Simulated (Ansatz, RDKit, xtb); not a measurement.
# C5H3FS: which of the isomers drawn lies lowest?

Which of a sample of isomers of C5H3FS is the most stable in the gas at 298.15 K, and what are its properties? The sample is small against all isomers, and the most stable one of this formula need not be in it.

Plan: many cheap relaxations first (GFN2-xTB), then density-functional screening, relaxation at B3LYP/def2-SVP, vibrations (at GFN2-xTB) and a final energy. The numbers are computed, not measured.

**1. Candidates**

Isomers were taken from a list of plausible structures; this is a sample, not all of them. That gives 4 candidates.

```csv
label,SMILES,spin
c191,C#CCC(F)=C=S,singlet
c541,C#CC(=S)C(=C)F,singlet
c738,C#C[C@H](F)C=C=S,singlet
c916,C#CC(=C=S)CF,singlet
```

Candidates are built by distance geometry, with a force field where one applies, in up to four conformers (letters a to d).

**Question.** With final energies at CCSD(T)/def2-SVP + MP2/def2-TZVPP - MP2/def2-SVP, which structure will this search put lowest in free energy, and by what margin?

| quantity | value |
| --- | --- |
| lowest structure found | C#CC(=S)C(=C)F, singlet |
| next finalist | C#CC(=C=S)CF, singlet, 3.8 kcal/mol higher in G |
| share at equilibrium, among the finalists | 99.8 % |

The search ends on `C#CC(=S)C(=C)F`. The margin of 3.8 kcal/mol over the next finalist is beyond the usual error of the last level; it says nothing of structures that weren't ranked. GFN2-xTB, r2SCAN-D4/def2-SVP, B3LYP/def2-SVP, HF/def2-SVP and MP2/def2-SVP already put its bonding pattern lowest among the structures in one piece; HF/STO-3G favours the singlet C#CC(=C=S)CF. Lowest found is not proven lowest: the search is finite, and each finalist counts with one conformer. Only 4 drawn patterns were tried, so whole families of isomers are missing, and the result ranks this sample alone.
